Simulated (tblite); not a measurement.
# C3H12SSi3: the cost of one run

The runs use tblite 0.8.0 and PySCF 2.14.0, with density-fitted response routines of our own; the level of theory stands in each step. All values are computed, except where a source is named. Atoms are numbered from 0 throughout.

### 1 The molecule as given

19 atoms, charge 0, multiplicity 1; geometry from: force field or distance geometry start.

Bonds of the start (Å): C0–S1 1.79, S1–Si2 2.07, Si2–Si3 2.19, Si3–C4 1.89, C4–C5 1.50, C5–Si6 1.84, C5–Si2 1.89, C0–H7 1.11, C0–H8 1.10, C0–H9 1.11, Si2–H10 1.48, Si3–H11 1.47, Si3–H12 1.46, C4–H13 1.10, C4–H14 1.11, C5–H15 1.13, Si6–H16 1.46, Si6–H17 1.48, Si6–H18 1.47.

### 2 Geometry optimisation with GFN2-xTB

What the job is given:

```
{"job": {"kind": "relax", "xc": "GFN2-xTB", "basis": "xTB"}, "charge": 0, "multiplicity": 1}
C      3.543200    -0.038700    -0.192900
S      2.057400    -1.033000    -0.296700
Si     0.271100    -0.089500    -0.738700
Si    -0.222400     1.897600     0.028500
C     -1.320900     0.749700     1.054300
C     -1.019700    -0.620700     0.531100
Si    -2.361500    -1.524700    -0.353100
H      3.804600     0.403800    -1.174000
H      3.515700     0.734600     0.591900
H      4.367800    -0.726300     0.094200
H     -0.245900    -0.280400    -2.106900
H     -1.092100     2.733200    -0.814200
H      0.772500     2.631800     0.795900
H     -2.385300     1.017000     0.955400
H     -1.001700     0.851800     2.117300
H     -0.592800    -1.273900     1.348400
H     -3.473200    -0.653500    -0.717400
H     -1.800300    -2.111100    -1.591300
H     -2.826400    -2.658600     0.460800
```

Command:

```sh
$ OMP_NUM_THREADS=1 python probes_run.py task.json out
```

This one command runs all jobs of the session in turn.

Q: Estimate the wall time of this first job on 1 thread of Arm Neoverse N1, shared host.

About 3 s.
